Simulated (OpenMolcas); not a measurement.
**C, step by step**

We compute a series of 9 runs (ROHF/def2-SVP, CASSCF(4,4)/def2-SVP, CASPT2(4,4)/def2-SVP, CASPT2[IPEA 0](4,4)/def2-SVP, SC-NEVPT2(4,4)/def2-SVP, PC-NEVPT2(4,4)/def2-SVP, MC-PDFT[tPBE](4,4)/def2-SVP, MC-PDFT[ftPBE](4,4)/def2-SVP, and more) of C. 

The calculation is run with OpenMolcas 26.06.

70 further runs of the same task are left out: 70 set aside as unsound or not needed.

## (1) The energy at ROHF/def2-SVP (run 1)

step1.inp reads:

```
&GATEWAY
  BasLib
  $CurrDir
  Coord
  1
  angstrom
  C        0.000000       0.000000       0.000000
  Basis
  def2-SVP
  Group
  NoSym

&SEWARD

&SCF
  UHF
  Spin
  3
  PrOrbitals
  1 1

&RASSCF
  FileOrb
  $Project.UnaOrb
  Spin
  3
  Nactel
  2 0 0
  Inactive
  2
  Ras2
  2
  OutOrbitals
  Canonical
  OrbListing
  NoCore
```

The basis set def2-SVP is read from a file made from the Basis Set Exchange's data (not shown).

Command:

```bash
$ export MOLCAS_MEM=1860
$ pymolcas step1.inp > step1.log
```

Log:

```text
--- Start Module: gateway ---
[...]
--- Stop Module: gateway /rc=_RC_ALL_IS_WELL_ ---
[...]
      Basis functions           14
[...]
--- Start Module: scf ---
[...]
       Convergence after  19 Iterations
[...]
::    Total SCF energy                                -37.6452298613
[...]
      Total spin, S                                     1.0021931278
[...]
--- Stop Module: scf /rc=_RC_ALL_IS_WELL_ ---
[...]
--- Start Module: rasscf ---
[...]
      Number of active orbitals                  2
[...]
      Spin quantum number                      1.0
[...]
      Active orbitals                            2
[...]
      Number of CSFs                             1
[...]
      Number of root(s) required                 1
[...]
      Convergence after  7 iterations
[...]
      printout of CI-coefficients larger than  0.05 for root  1
      energy=     -37.641164
      conf/sym  11     Coeff  Weight
             1  uu   1.00000 1.00000
      Natural orbitals and occupation numbers for root  1
      sym 1:   1.000000   1.000000
      ************************************************************************************************************************
      *                                                    Final results                                                     *
[...]
::    RASSCF root number  1 Total energy:    -37.64116365
[...]
      Total electronic charge=    6.000000
      Total            charge=   -0.000000
[...]
      Dipole Moment (debye):
      Origin of the operator (angstrom)=    0.0000    0.0000    0.0000
                   X= -2.6388E-14               Y= -1.7548E-14               Z=  4.8226E-14           Total=  5.7707E-14
      Quadrupole Moment (debye*angstrom):
[...]
--- Stop Module: rasscf /rc=_RC_ALL_IS_WELL_ ---
[...]
```

Wall time 3.3 s (1 thread of Intel Xeon Platinum 8259CL at 2.50GHz (Skylake/Cascade Lake), shared host); peak memory 0.37 GiB.

## (2) The C atom: a single-point energy at CASSCF(4,4)/def2-SVP (run 2)

step2.inp reads:

```
* C CASSCF
>>> EXPORT MOLCAS_PRINT=2

&gateway
  baslib = $CurrDir
  coord
  1
  angstrom
  C        0.000000       0.000000       0.000000
  basis = def2-SVP
  group = NoSym

&seward

&rasscf
  fileorb = $CurrDir/step1.RasOrb
  spin = 3
  nactel = 4 0 0
  inactive = 1
  ras2 = 4
  orblisting = NoCore
```

The basis set def2-SVP is read from a file made from the Basis Set Exchange's data (not shown).

Run the same way, it converges to -37.66003 Eh (log not shown).

Runs 3 to 4 aren't shown in full; the table further down has their settings and results.

## (3) The C atom: the energy at SC-NEVPT2(4,4)/def2-SVP (run 5)

step5.input reads:

```
&GATEWAY
BasLib=$CurrDir
Coord
1
angstrom
C        0.000000       0.000000       0.000000
Basis=def2-SVP
Group=NoSym
&SEWARD
&RASSCF
FileOrb=$CurrDir/step2.RasOrb
Spin=3
Nactel=4 0 0
Inactive=1
Ras2=4
OrbListing=NoCore
&CASPT2
SC-NEVPT2
Frozen=1
```

The basis set def2-SVP is read from a file made from the Basis Set Exchange's data (not shown).

Command:

```bash
$ export MOLCAS_MEM=1860
$ pymolcas step5.input > step5.log
```

Log:

```text
--- Start Module: gateway ---
[...]
--- Stop Module: gateway /rc=_RC_ALL_IS_WELL_ ---
[...]
      Basis functions           14
[...]
--- Start Module: rasscf ---
[...]
      Number of active orbitals                  4
[...]
      Spin quantum number                      1.0
[...]
      Active orbitals                            4
[...]
      Number of CSFs                            15
[...]
      Number of root(s) required                 1
[...]
      Convergence after  4 iterations
[...]
      printout of CI-coefficients larger than  0.05 for root  1
      energy=     -37.660035
      conf/sym  1111     Coeff  Weight
             1  2uu0  -0.98803 0.97621
            15  0uu2   0.15424 0.02379
      Natural orbitals and occupation numbers for root  1
      sym 1:   1.952419   1.000000   1.000000   0.047581
      ************************************************************************************************************************
      *                                                    Final results                                                     *
[...]
::    RASSCF root number  1 Total energy:    -37.66003454
[...]
      Total electronic charge=    6.000000
      Total            charge=   -0.000000
[...]
      Dipole Moment (debye):
      Origin of the operator (angstrom)=    0.0000    0.0000    0.0000
                   X= -3.0289E-15               Y=  2.1001E-15               Z= -1.5038E-14           Total=  1.5483E-14
      Quadrupole Moment (debye*angstrom):
[...]
--- Stop Module: rasscf /rc=_RC_ALL_IS_WELL_ ---
--- Start Module: caspt2 ---
[...]
 ###    WARNING: User changed nr of frozen orbitals.                         ###
 ###############################################################################
[...]
      E2 (Variational):          -0.0431070986
[...]
      E2 (Variational):          -0.0430391739
      Total energy:             -37.7030737178
[...]
      Reference weight:           0.98517
[...]
::    SC-NEVPT2 Root  1     Total energy:    -37.70307372
[...]
--- Stop Module: caspt2 /rc=_RC_ALL_IS_WELL_ ---
[...]
```

It took 2.3 s on 1 thread of Intel Xeon Platinum 8259CL at 2.50GHz (Skylake/Cascade Lake), shared host; peak memory 0.37 GiB.

Runs 6 to 8 aren't shown in full; the table further down has their settings and results.

## (4) The C atom: a single-point energy at MRCI(4,4)/def2-SVP (run 9)

step9.input reads:

```
&GATEWAY
BasLib=$CurrDir
Coord
1
angstrom
C        0.000000       0.000000       0.000000
Basis=def2-SVP
Group=NoSym
&SEWARD
&RASSCF
FileOrb=$CurrDir/step2.RasOrb
Spin=3
Nactel=4 0 0
Inactive=1
Ras2=4
OrbListing=NoCore
&MOTRA
LumOrb
Frozen=1
&GUGA
Electrons=4
Spin=3
Inactive=0
Active=4
CIAll=1
&MRCI
SDCI
```

The basis set def2-SVP is read from a file made from the Basis Set Exchange's data (not shown).

Run the same way, it converges to -37.71537 Eh (log not shown).

## (5) The series

```csv
run,level,active rule,inactive,energy (Eh),dipole moment (D) of the reference,wall time
1,ROHF/def2-SVP,–,–,-37.641164,0.00,3.3 s
2,"CASSCF(4,4)/def2-SVP",full valence,1,-37.660035,0.00,2.9 s
3,"CASPT2(4,4)/def2-SVP",full valence,1,-37.704552,0.00,2.8 s
4,"CASPT2[IPEA 0](4,4)/def2-SVP",full valence,1,-37.708875,0.00,2.3 s
5,"SC-NEVPT2(4,4)/def2-SVP",full valence,1,-37.703074,0.00,2.3 s
6,"PC-NEVPT2(4,4)/def2-SVP",full valence,1,-37.703142,0.00,2.4 s
7,"MC-PDFT[tPBE](4,4)/def2-SVP",full valence,1,-37.751250,0.00,2.6 s
8,"MC-PDFT[ftPBE](4,4)/def2-SVP",full valence,1,-37.762509,0.00,2.6 s
9,"MRCI(4,4)/def2-SVP",full valence,1,-37.715373,0.00,2.8 s
```

## (6) Summary of results

| quantity | value |
| --- | --- |
| C atom, run 9: total energy | -37.71537 Eh |
| C atom, run 9: dipole moment (CASSCF density) | 0.00 D |

**Reading.** Below the ROHF energy at the same shape and in the same basis (def2-SVP): CASSCF(4,4) -18.9 mEh; CASPT2(4,4) -63.4 mEh; CASPT2[IPEA 0](4,4) -67.7 mEh; SC-NEVPT2(4,4) -61.9 mEh; PC-NEVPT2(4,4) -62.0 mEh; MRCI(4,4) -74.2 mEh. Active-space methods hold only the correlation inside their space unless a perturbation or CI step follows. All runs together took 24 s, the longest 3.3 s.
